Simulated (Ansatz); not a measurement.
**TiO2 (Rutile): a point defect seen from the nuclei (N on an O site)**

How do the nuclei near a point defect see it? The defect is N on an O site in TiO2 (Rutile) (cell charge -1), first unrelaxed. The cell is a supercell built from a COD entry. Planned: a single point, then a relaxation.

Computed with Ansatz 0.2.0 (DFT, PBE, plane-wave PAW, default files, scalar-relativistic, unless a step's input says otherwise).

**1. Starting point**

Symmetry: Pmm2, No. 25, orthorhombic system. Conventional cell: a = 6.494 Å, b = 8.872 Å, c = 6.494 Å, α = 90.00°, β = 90.00°, γ = 90.00°. Around Ti (site symmetry mm2) lie 5 O at 1.95 to 1.98 Å and 1 N at 1.98 Å. Ti (site symmetry m) has 6 O at 1.95 to 1.98 Å as nearest neighbours. Ti (site symmetry mm2) is surrounded by 6 O at 1.95 to 1.98 Å. Ti (site symmetry m) has 5 O at 1.95 to 1.98 Å and 1 N at 1.95 Å as nearest neighbours. Only part of the 20 independent sites is listed.

Coordinates:

```
CELL_PARAMETERS angstrom
4.59220 4.59220 0.00000
-4.59220 4.59220 0.00000
0.00000 0.00000 8.87220
ATOMIC_POSITIONS crystal
Ti 0.00000 0.00000 0.00000
Ti 0.00000 0.00000 0.33333
Ti 0.00000 0.00000 0.66667
Ti 0.50000 0.50000 0.00000
Ti 0.50000 0.50000 0.33333
Ti 0.50000 0.50000 0.66667
Ti 0.50000 0.00000 0.16667
Ti 0.50000 0.00000 0.50000
Ti 0.50000 0.00000 0.83333
Ti 0.00000 0.50000 0.16667
Ti 0.00000 0.50000 0.50000
Ti 0.00000 0.50000 0.83333
N 0.30496 0.00000 0.00000
O 0.30496 0.00000 0.33333
O 0.30496 0.00000 0.66667
O 0.80496 0.50000 0.00000
O 0.80496 0.50000 0.33333
O 0.80496 0.50000 0.66667
O 0.50000 0.30496 0.16667
O 0.50000 0.30496 0.50000
O 0.50000 0.30496 0.83333
O 0.00000 0.80496 0.16667
O 0.00000 0.80496 0.50000
O 0.00000 0.80496 0.83333
O 0.69504 0.00000 0.00000
O 0.69504 0.00000 0.33333
O 0.69504 0.00000 0.66667
O 0.19504 0.50000 0.00000
O 0.19504 0.50000 0.33333
O 0.19504 0.50000 0.66667
O 0.50000 0.69504 0.16667
O 0.50000 0.69504 0.50000
O 0.50000 0.69504 0.83333
O 0.00000 0.19504 0.16667
O 0.00000 0.19504 0.50000
O 0.00000 0.19504 0.83333
```

Atom 13 of the input is the impurity.

**2. Single point at the given positions**

input.yaml

```yaml
crystal:
  lattice:
    - [4.5922, 4.5922, 0.0]
    - [-4.5922, 4.5922, 0.0]
    - [0.0, 0.0, 8.8722]
  atoms:
    - { symbol: Ti, position: [0.0, 0.0, 0.0] }
    - { symbol: Ti, position: [0.0, 0.0, 0.3333333333] }
    - { symbol: Ti, position: [0.0, 0.0, 0.6666666667] }
    - { symbol: Ti, position: [0.5, 0.5, 0.0] }
    - { symbol: Ti, position: [0.5, 0.5, 0.3333333333] }
    - { symbol: Ti, position: [0.5, 0.5, 0.6666666667] }
    - { symbol: Ti, position: [0.5, 0.0, 0.1666666667] }
    - { symbol: Ti, position: [0.5, 0.0, 0.5] }
    - { symbol: Ti, position: [0.5, 0.0, 0.8333333333] }
    - { symbol: Ti, position: [0.0, 0.5, 0.1666666667] }
    - { symbol: Ti, position: [0.0, 0.5, 0.5] }
    - { symbol: Ti, position: [0.0, 0.5, 0.8333333333] }
    - { symbol: "N", position: [0.30496, 0.0, 0.0] }
    - { symbol: O, position: [0.30496, 0.0, 0.3333333333] }
    - { symbol: O, position: [0.30496, 0.0, 0.6666666667] }
    - { symbol: O, position: [0.80496, 0.5, 0.0] }
    - { symbol: O, position: [0.80496, 0.5, 0.3333333333] }
    - { symbol: O, position: [0.80496, 0.5, 0.6666666667] }
    - { symbol: O, position: [0.5, 0.30496, 0.1666666667] }
    - { symbol: O, position: [0.5, 0.30496, 0.5] }
    - { symbol: O, position: [0.5, 0.30496, 0.8333333333] }
    - { symbol: O, position: [0.0, 0.80496, 0.1666666667] }
    - { symbol: O, position: [0.0, 0.80496, 0.5] }
    - { symbol: O, position: [0.0, 0.80496, 0.8333333333] }
    - { symbol: O, position: [0.69504, 0.0, 0.0] }
    - { symbol: O, position: [0.69504, 0.0, 0.3333333333] }
    - { symbol: O, position: [0.69504, 0.0, 0.6666666667] }
    - { symbol: O, position: [0.19504, 0.5, 0.0] }
    - { symbol: O, position: [0.19504, 0.5, 0.3333333333] }
    - { symbol: O, position: [0.19504, 0.5, 0.6666666667] }
    - { symbol: O, position: [0.5, 0.69504, 0.1666666667] }
    - { symbol: O, position: [0.5, 0.69504, 0.5] }
    - { symbol: O, position: [0.5, 0.69504, 0.8333333333] }
    - { symbol: O, position: [0.0, 0.19504, 0.1666666667] }
    - { symbol: O, position: [0.0, 0.19504, 0.5] }
    - { symbol: O, position: [0.0, 0.19504, 0.8333333333] }
total_charge: -1
kpoints:
  mp_grid: { grid: [3, 3, 2] }
scf:
  occupations: { method: fermi_dirac, width: 0.01 }
hamiltonian:
  xc: pbe
  pseudopotentials: { kind: paw }
output:
  forces: true
  stress: true
  populations: true
  efg:
    quadrupole_moments_barn: { Ti: 0.247, "N": 0.02044, O: -0.02558 }
    contact_densities: true
  write_density: true
  write_potential: true
  elf: true
  volumetric_format: npy
```

On the command line:

```bash
ansatz run input.yaml --threads 1 --pin off --max-ram 3072MiB --backend cpu --events-out ev --progress --plain --runs-dir out
```

Log:

```text
Warning: RAYON_NUM_THREADS=1 ignored (pool sized by the plan → 1); use --threads N
Engine: ansatz 0.2.0, x86_64-unknown-linux-gnu
Pseudopotentials: kind: paw
Pseudopotential: Ti, paw, valence charge 12, recommended cutoff 420 eV (normal), Ti.paw.azcp
Pseudopotential: N, paw, valence charge 5, recommended cutoff 420 eV (normal), N.paw.azcp
Pseudopotential: O, paw, valence charge 6, recommended cutoff 420 eV (normal), O.paw.azcp
Functional definition: PBE
  parameter kappa = 0.804
  parameter beta = 0.06672455060314922
  exchange = pbe_x(kappa = kappa, mu = beta*pi^2/3)
  correlation = pbe_c(beta = beta)
Crystal: 36 atoms, lattice volume = 374.199 Å³
Basis set: ecut = 420 eV, 7337 PW (Γ), exchange–correlation on 90×90×120 points (8 copies of the dense FFT grid, shifted against one another)
Bands: 180, of which v1, the nominal top of the filled ones, is band 144 counted from 1 (143 counted from 0)
Symmetry: 4 space group operations
Space group: Pmm2 (ITA 25), of the structure as read, at distance tolerance 7.2e-5 Å
k-points: 8 of 18 (time reversal used)
Non-local potential: Ti, projectors of the file, l = 0: 3, l = 1: 2, l = 2: 3, l = 3: 1
Non-local potential: N, projectors of the file, l = 0: 2, l = 1: 2, l = 2: 1
Non-local potential: O, projectors of the file, l = 0: 2, l = 1: 2, l = 2: 1
PAW form: soft (Blöchl's): semilocal exchange-correlation on the pseudo side does not see the compensation charge
PAW one-centre angular grid: Ti, 590 points (default); XC on 64 Gauss nodes
PAW one-centre angular grid: N, 110 points (default); XC on 64 Gauss nodes
PAW one-centre angular grid: O, 110 points (default); XC on 64 Gauss nodes
Initial density: superposition of atomic densities (neutral atoms scaled as one to the charged cell's electrons: chi_scale 0, normalization atom), corrected by the library's trained network
Initial wavefunctions: pseudopotential atomic-orbital guess
Functional: x = pbe(κ = 0.804, μ = 0.2195149727645171), c = pbe(β = 0.06672455060314922)
SCF iter   1: F=—  HF=-43468.076146 eV  |F-HF|=—  |Δ(HF+E_count)|=         —  Δρ=1.24e-2  dr2=9.96e-1  ethr=1.77e-3  ⟨swp⟩=4.2  Hψ=5129  notcnv=0  defer=30
preconditioner: auto → Resta (q_TF=auto, 2.612 Å⁻¹)  ε∞=8.8  [insulator: Δε(μ)=1.650 eV  Ē_g=9.514 eV  σ=0.010 eV  W_gap=1.00  n_scr=122 (ndim 8)  ℏωp=26.6 eV  f_vac=0.016  D(μ)=0.00/eV (n_scr^D=0)  ε∞_Penn≈8.8]
SCF iter   2: F=—  HF=-43467.919447 eV  |F-HF|=—  |Δ(HF+E_count)|=   1.57e-1  Δρ=6.51e-3  dr2=1.49e-1  ethr=3.46e-4  ⟨swp⟩=2.0  Hψ=2300  notcnv=0  defer=228
SCF iter   3: F=—  HF=-43467.898258 eV  |F-HF|=—  |Δ(HF+E_count)|=   2.12e-2  Δρ=2.47e-3  dr2=4.46e-2  ethr=5.16e-5  ⟨swp⟩=2.1  Hψ=1858  notcnv=0  defer=228
[... 6 lines left out ...]
SCF iter  10: F=—  HF=-43467.889553 eV  |F-HF|=—  |Δ(HF+E_count)|=   8.19e-7  Δρ=1.52e-5  dr2=8.99e-7  ethr=7.41e-10  ⟨swp⟩=2.0  Hψ=1966  notcnv=0  defer=228
SCF iter  11: F=—  HF=-43467.889553 eV  |F-HF|=—  |Δ(HF+E_count)|=   2.35e-8  Δρ=5.56e-6  dr2=1.33e-7  ethr=3.12e-10  ⟨swp⟩=2.0  Hψ=1932  notcnv=0  defer=228
SCF iter  12: F=-43467.889553 eV  HF=-43467.889553 eV  |F-HF|=5.01e-9  |Δ(HF+E_count)|=   2.61e-8  Δρ=2.82e-6  dr2=3.22e-8  ethr=3.47e-11  ⟨swp⟩=13.5  Hψ=9248  notcnv=0
SCF 1 converged in 12 iterations: F = -43467.889553 eV  dr2 = 3.22e-8
SCF converged after 12 iterations
Free energy (F): -43467.889553 eV
Harris-Foulkes:  -43467.889553 eV  (|F-HF|=5.01e-9)
Internal energy: -43467.889553 eV  (E = F + TS)
E sigma→0 (E₀):  -43467.889553 eV
Fermi energy:    10.396305 eV
--- Per-component energies (eV) ---
  E_band       = -2305.390084
  E_kinetic    = 7463.458210
  E_local      = -18415.284775  (includes V_loc(G=0)·N_el)
  E_nonlocal   = 1183.465696
  E_hartree    = 7024.416548
  E_xc         = -2953.956368
  E_vxc        = -3741.360800  (∫ρ·V_xc dr)
  E_paw        = -16306.338616  (= ΣΔE_a)
  E_vpaw       = -2844.553277  (= ΣTr[D̂ρ^β])
  E_aug_tail   = 0.058349  (compensation charges beyond the density's cutoff)
  E_ewald      = -21463.708598
  E_smearing   = -0.000000  (= −TS)
  E_closure    = -0.000000  (closes the sum)
  E_deformation_potential = -18.938304  (in the stress; not in F)
  Σ components = -43467.889553   (vs F -43467.889553, Δ=0.00e0)
--- Forces (eV/Å), atoms counted from 1 ---
  atom   1  Ti     1.01569597     1.01569597     0.00000000
  atom   2  Ti    -0.04540670    -0.04540670    -0.43533591
  atom   3  Ti    -0.04540670    -0.04540670     0.43533591
  atom   4  Ti    -0.04118714    -0.04118714     0.00000000
  atom   5  Ti    -0.01103754    -0.01103754    -0.47318395
  atom   6  Ti    -0.01103754    -0.01103754     0.47318395
  atom   7  Ti    -0.64375311    -0.64375311    -2.17666403
  atom   8  Ti     0.07468877     0.07468877     0.00000000
  atom   9  Ti    -0.64375311    -0.64375311     2.17666403
  atom  10  Ti     0.03058274     0.03058274    -0.13878909
  atom  11  Ti    -0.00700992    -0.00700992     0.00000000
  atom  12  Ti     0.03058274     0.03058274     0.13878909
  atom  13  N     -0.13778526    -0.13778526     0.00000000
  atom  14  O     -0.28785589    -0.28785589     0.54501035
  atom  15  O     -0.28785589    -0.28785589    -0.54501035
  atom  16  O     -0.02626778    -0.02626778     0.00000000
  atom  17  O     -0.04098213    -0.04098213     0.12556369
  atom  18  O     -0.04098213    -0.04098213    -0.12556369
  atom  19  O     -0.31877051     0.46962458     0.24319501
  atom  20  O      0.02770506    -0.02210388     0.00000000
  atom  21  O     -0.31877051     0.46962458    -0.24319501
  atom  22  O      0.25920419    -0.50768173     0.48082951
  atom  23  O      0.23710894    -0.21617336     0.00000000
  atom  24  O      0.25920419    -0.50768173    -0.48082951
  atom  25  O      0.24856240     0.24856240     0.00000000
  atom  26  O      0.47912194     0.47912194     0.77573300
  atom  27  O      0.47912194     0.47912194    -0.77573300
  atom  28  O      0.00991362     0.00991362     0.00000000
  atom  29  O      0.03538268     0.03538268     0.10589888
  atom  30  O      0.03538268     0.03538268    -0.10589888
  atom  31  O      0.46962458    -0.31877051     0.24319501
  atom  32  O     -0.02210388     0.02770506     0.00000000
  atom  33  O      0.46962458    -0.31877051    -0.24319501
  atom  34  O     -0.50768173     0.25920419     0.48082951
  atom  35  O     -0.21617336     0.23710894     0.00000000
  atom  36  O     -0.50768173     0.25920419    -0.48082951
  max |Σ_I F_I| component: 4.46e-6 eV/Å
--- Stress (GPa, compression-positive) ---
        5.263236      -0.305438       0.000000
       -0.305438       5.263236       0.000000
        0.000000       0.000000       3.984357
  P = ⅓ Tr σ = 4.8369 GPa (48.369 kbar)
--- PAW observables at the nuclei: V_zz in 10²¹ V/m², potentials from the cell's mean, atoms counted from 1 ---
  atom   1  Ti V_zz =    +2.455865   η = 0.8719   by run symmetry: allowed   C_q = +14.6675 MHz
            electrostatic potential = -2527.821539 V   contact ρ = 56791.963388 e/Å³
  atom   2  Ti V_zz =    -2.088364   η = 0.0784   by run symmetry: allowed   C_q = -12.4726 MHz
            electrostatic potential = -2527.184594 V   contact ρ = 56791.940567 e/Å³
  atom   3  Ti V_zz =    -2.088364   η = 0.0784   by run symmetry: allowed   C_q = -12.4726 MHz
            electrostatic potential = -2527.184594 V   contact ρ = 56791.940567 e/Å³
  atom   4  Ti V_zz =    -2.405462   η = 0.4982   by run symmetry: allowed   C_q = -14.3665 MHz
            electrostatic potential = -2527.131009 V   contact ρ = 56791.947664 e/Å³
  atom   5  Ti V_zz =    -2.483723   η = 0.4213   by run symmetry: allowed   C_q = -14.8339 MHz
            electrostatic potential = -2527.111799 V   contact ρ = 56791.870130 e/Å³
  atom   6  Ti V_zz =    -2.483723   η = 0.4213   by run symmetry: allowed   C_q = -14.8339 MHz
            electrostatic potential = -2527.111799 V   contact ρ = 56791.870130 e/Å³
  atom   7  Ti V_zz =    -4.392722   η = 0.4949   by run symmetry: allowed   C_q = -26.2352 MHz
            electrostatic potential = -2527.974323 V   contact ρ = 56791.438333 e/Å³
  atom   8  Ti V_zz =    -2.691309   η = 0.4901   by run symmetry: allowed   C_q = -16.0737 MHz
            electrostatic potential = -2527.213477 V   contact ρ = 56791.999382 e/Å³
  atom   9  Ti V_zz =    -4.392722   η = 0.4949   by run symmetry: allowed   C_q = -26.2352 MHz
            electrostatic potential = -2527.974323 V   contact ρ = 56791.438333 e/Å³
  atom  10  Ti V_zz =    -1.936077   η = 0.0377   by run symmetry: allowed   C_q = -11.5631 MHz
            electrostatic potential = -2527.074550 V   contact ρ = 56791.941894 e/Å³
  atom  11  Ti V_zz =    -2.165140   η = 0.2064   by run symmetry: allowed   C_q = -12.9312 MHz
            electrostatic potential = -2527.013856 V   contact ρ = 56791.941342 e/Å³
  atom  12  Ti V_zz =    -1.936077   η = 0.0377   by run symmetry: allowed   C_q = -11.5631 MHz
            electrostatic potential = -2527.074550 V   contact ρ = 56791.941894 e/Å³
  atom  13  N  V_zz =    +2.093090   η = 0.1845   by run symmetry: allowed   C_q = +1.0345 MHz
            electrostatic potential = -518.231933 V   contact ρ = 1416.973723 e/Å³
  atom  14  O  V_zz =    +2.210002   η = 0.7207   by run symmetry: allowed   C_q = -1.3669 MHz
            electrostatic potential = -624.940676 V   contact ρ = 2157.318951 e/Å³
  atom  15  O  V_zz =    +2.210002   η = 0.7207   by run symmetry: allowed   C_q = -1.3669 MHz
            electrostatic potential = -624.940676 V   contact ρ = 2157.318951 e/Å³
  atom  16  O  V_zz =    -2.488716   η = 0.9674   by run symmetry: allowed   C_q = +1.5393 MHz
            electrostatic potential = -624.704709 V   contact ρ = 2157.382100 e/Å³
  atom  17  O  V_zz =    -2.484287   η = 0.9796   by run symmetry: allowed   C_q = +1.5366 MHz
            electrostatic potential = -624.673561 V   contact ρ = 2157.364061 e/Å³
  atom  18  O  V_zz =    -2.484287   η = 0.9796   by run symmetry: allowed   C_q = +1.5366 MHz
            electrostatic potential = -624.673561 V   contact ρ = 2157.364061 e/Å³
  atom  19  O  V_zz =    +2.083745   η = 0.9903   by run symmetry: allowed   C_q = -1.2888 MHz
            electrostatic potential = -624.871680 V   contact ρ = 2157.449431 e/Å³
  atom  20  O  V_zz =    +2.304943   η = 0.9145   by run symmetry: allowed   C_q = -1.4257 MHz
            electrostatic potential = -624.727957 V   contact ρ = 2157.357549 e/Å³
  atom  21  O  V_zz =    +2.083745   η = 0.9903   by run symmetry: allowed   C_q = -1.2888 MHz
            electrostatic potential = -624.871680 V   contact ρ = 2157.449431 e/Å³
  atom  22  O  V_zz =    -2.656421   η = 0.9152   by run symmetry: allowed   C_q = +1.6431 MHz
            electrostatic potential = -624.887394 V   contact ρ = 2157.373707 e/Å³
  atom  23  O  V_zz =    -2.510419   η = 0.9961   by run symmetry: allowed   C_q = +1.5527 MHz
            electrostatic potential = -624.730205 V   contact ρ = 2157.332870 e/Å³
  atom  24  O  V_zz =    -2.656421   η = 0.9152   by run symmetry: allowed   C_q = +1.6431 MHz
            electrostatic potential = -624.887394 V   contact ρ = 2157.373707 e/Å³
  atom  25  O  V_zz =    -1.580622   η = 0.5538   by run symmetry: allowed   C_q = +0.9776 MHz
            electrostatic potential = -625.237705 V   contact ρ = 2157.407383 e/Å³
  atom  26  O  V_zz =    +2.288492   η = 0.6832   by run symmetry: allowed   C_q = -1.4155 MHz
            electrostatic potential = -624.972486 V   contact ρ = 2157.383650 e/Å³
  atom  27  O  V_zz =    +2.288492   η = 0.6832   by run symmetry: allowed   C_q = -1.4155 MHz
            electrostatic potential = -624.972486 V   contact ρ = 2157.383650 e/Å³
  atom  28  O  V_zz =    -2.514017   η = 0.9625   by run symmetry: allowed   C_q = +1.5550 MHz
            electrostatic potential = -624.723836 V   contact ρ = 2157.417801 e/Å³
  atom  29  O  V_zz =    -2.476777   η = 0.9852   by run symmetry: allowed   C_q = +1.5319 MHz
            electrostatic potential = -624.672582 V   contact ρ = 2157.360729 e/Å³
  atom  30  O  V_zz =    -2.476777   η = 0.9852   by run symmetry: allowed   C_q = +1.5319 MHz
            electrostatic potential = -624.672582 V   contact ρ = 2157.360729 e/Å³
  atom  31  O  V_zz =    +2.083745   η = 0.9903   by run symmetry: allowed   C_q = -1.2888 MHz
            electrostatic potential = -624.871680 V   contact ρ = 2157.449431 e/Å³
  atom  32  O  V_zz =    +2.304943   η = 0.9145   by run symmetry: allowed   C_q = -1.4257 MHz
            electrostatic potential = -624.727957 V   contact ρ = 2157.357549 e/Å³
  atom  33  O  V_zz =    +2.083745   η = 0.9903   by run symmetry: allowed   C_q = -1.2888 MHz
            electrostatic potential = -624.871680 V   contact ρ = 2157.449431 e/Å³
  atom  34  O  V_zz =    -2.656421   η = 0.9152   by run symmetry: allowed   C_q = +1.6431 MHz
            electrostatic potential = -624.887394 V   contact ρ = 2157.373707 e/Å³
  atom  35  O  V_zz =    -2.510419   η = 0.9961   by run symmetry: allowed   C_q = +1.5527 MHz
            electrostatic potential = -624.730205 V   contact ρ = 2157.332870 e/Å³
  atom  36  O  V_zz =    -2.656421   η = 0.9152   by run symmetry: allowed   C_q = +1.6431 MHz
            electrostatic potential = -624.887394 V   contact ρ = 2157.373707 e/Å³
--- Band table (eV; the first three rows and the last of 8) ---
[... 4 lines left out ...]
--- Löwdin populations: 36 sites ---
  site symbol       q [e]
     0     Ti     10.7188
     1     Ti     10.6604
     2     Ti     10.6604
     3     Ti     10.6496
     4     Ti     10.6644
     5     Ti     10.6644
     6     Ti     10.7326
     7     Ti     10.6670
     8     Ti     10.7326
     9     Ti     10.6582
    10     Ti     10.6614
    11     Ti     10.6582
    12      N      5.6976
    13      O      6.6683
    14      O      6.6683
    15      O      6.6564
    16      O      6.6589
    17      O      6.6589
    18      O      6.6551
    19      O      6.6639
    20      O      6.6551
    21      O      6.6577
    22      O      6.6634
    23      O      6.6577
    24      O      6.6751
    25      O      6.6775
    26      O      6.6775
    27      O      6.6507
    28      O      6.6593
    29      O      6.6593
    30      O      6.6551
    31      O      6.6639
    32      O      6.6551
    33      O      6.6577
    34      O      6.6634
    35      O      6.6577
  spilling = 0.003329 (of n_electrons = 288.000000)
```

It took 82 s on 1 thread of Intel Xeon Platinum 8488C (Sapphire Rapids), shared host; peak memory 0.98 GiB.

State: gap on the mesh 1.15 eV, largest force 2.359 eV/Å, pressure 4.8 GPa.

Site by site (atoms counted from 1): 12 of 20, those nearest the defect, the farthest of each element and the two largest gradients.

```csv
site,atoms,distance from the defect (Å),V_zz (10²¹ V/m²),η,C_Q (MHz)
N,13,0.00,2.09,0.18,1.03 (¹⁴N)
Ti7,"7, 9",1.95,-4.39,0.49,-26.2 (⁴⁹Ti)
Ti1,1,1.98,2.46,0.87,14.7 (⁴⁹Ti)
O25,25,2.53,-1.58,0.55,0.978 (¹⁷O)
O19,"19, 21, 31, 33",2.78,2.08,0.99,-1.29 (¹⁷O)
O22,"22, 24, 34, 36",2.78,-2.66,0.92,1.64 (¹⁷O)
O14,"14, 15",2.96,2.21,0.72,-1.37 (¹⁷O)
O28,28,3.32,-2.51,0.96,1.55 (¹⁷O)
Ti4,4,3.49,-2.41,0.50,-14.4 (⁴⁹Ti)
Ti8,8,4.61,-2.69,0.49,-16.1 (⁴⁹Ti)
O17,"17, 18",5.46,-2.48,0.98,1.54 (¹⁷O)
Ti11,11,5.84,-2.17,0.21,-12.9 (⁴⁹Ti)
```

C_Q = eQV_zz/h, which is 24.18 MHz for Q = 1 b and V_zz = 10²¹ V/m²; η = (V_xx − V_yy)/V_zz. Quadrupole moments are those of Pyykkö's year-2017 table.

Direction of the V_zz axis (Cartesian unit vector):

```csv
site,atom,x,y,z
Ti1,1,-0.71,0.71,0.00
Ti2,2,-0.01,-0.01,1.00
Ti4,4,0.00,0.00,1.00
Ti5,5,-0.01,-0.01,1.00
Ti7,7,0.35,0.35,0.87
Ti8,8,0.00,0.00,1.00
Ti10,10,-0.01,-0.01,1.00
Ti11,11,0.00,0.00,1.00
N,13,-0.71,0.71,0.00
O14,14,0.71,0.71,0.01
```

Density in a lattice plane of the grid's cell (edges 6.49 and 8.87 Å, at 0.000 of the third edge), which holds Ti and N and O.

Ten even steps from ' ' (0.08 e/Å³) to '@' (10.05 e/Å³):
```
**--    ..::::..      ..----..    --
                ::--::              
              ..##@@##..            
              ..++%%**..            
..          ..  ......  ..          
%%++..  ..==++..      ..++==..  ..++
@@##..  ::****::      ::****::  ..##
--..      ....          ....      ..
                --**--              
              ..##@@##..            
                --**--              
--..      ....          ....      ..
@@##..  ::****::      ::****::  ..##
%%++..  ..==++..      ..++==..  ..++
..          ..  ......  ..          
              ..++%%**..            
              ..##@@##..            
                ::--::              
**--    ..::::..      ..----..    --
@@##::  ::----..      ::****::  ::##
```
Columns run along the first of these edges and rows up along the second, over one cell in 18 and 20 even steps from the bottom left corner. Atoms in the plane (fractional): Ti at (0.00, 0.00), Ti at (0.00, 0.33), Ti at (0.00, 0.67), Ti at (0.50, 0.17), Ti at (0.50, 0.50), Ti at (0.50, 0.83), N at (0.30, 0.00), O at (0.30, 0.33), O at (0.30, 0.67), O at (0.70, 0.00), O at (0.70, 0.33), O at (0.70, 0.67).

ELF in the same plane.

Values, 12 rows by 8 columns:
```
0.40 0.08 0.80 0.52 0.39 0.44 0.73 0.06
0.11 0.06 0.08 0.31 0.02 0.33 0.05 0.06
0.39 0.06 0.73 0.43 0.41 0.42 0.74 0.06
0.00 0.34 0.68 0.74 0.14 0.74 0.67 0.34
0.39 0.06 0.73 0.44 0.40 0.44 0.74 0.06
0.11 0.07 0.06 0.32 0.02 0.32 0.06 0.06
0.39 0.06 0.73 0.44 0.40 0.44 0.74 0.06
0.00 0.34 0.68 0.74 0.14 0.74 0.67 0.34
0.39 0.06 0.73 0.43 0.41 0.42 0.74 0.06
0.11 0.06 0.08 0.31 0.02 0.33 0.05 0.06
0.40 0.08 0.80 0.52 0.39 0.44 0.73 0.06
0.00 0.36 0.58 0.68 0.20 0.74 0.68 0.35
```
Columns run along the first of these edges and rows up along the second, over one cell in 8 and 12 even steps from the bottom left corner. Atoms in the plane (fractional): Ti at (0.00, 0.00), Ti at (0.00, 0.33), Ti at (0.00, 0.67), Ti at (0.50, 0.17), Ti at (0.50, 0.50), Ti at (0.50, 0.83), N at (0.30, 0.00), O at (0.30, 0.33), O at (0.30, 0.67), O at (0.70, 0.00), O at (0.70, 0.33), O at (0.70, 0.67).

Both are smooth fields of the valence electrons: close to the nuclei they are not physical.

The highest ELF values outside the cores: 0.85 in the shell around N, 0.6 Å from N; 0.84 in the shell around O, 0.6 Å from O.

[end of part 1 of 2]
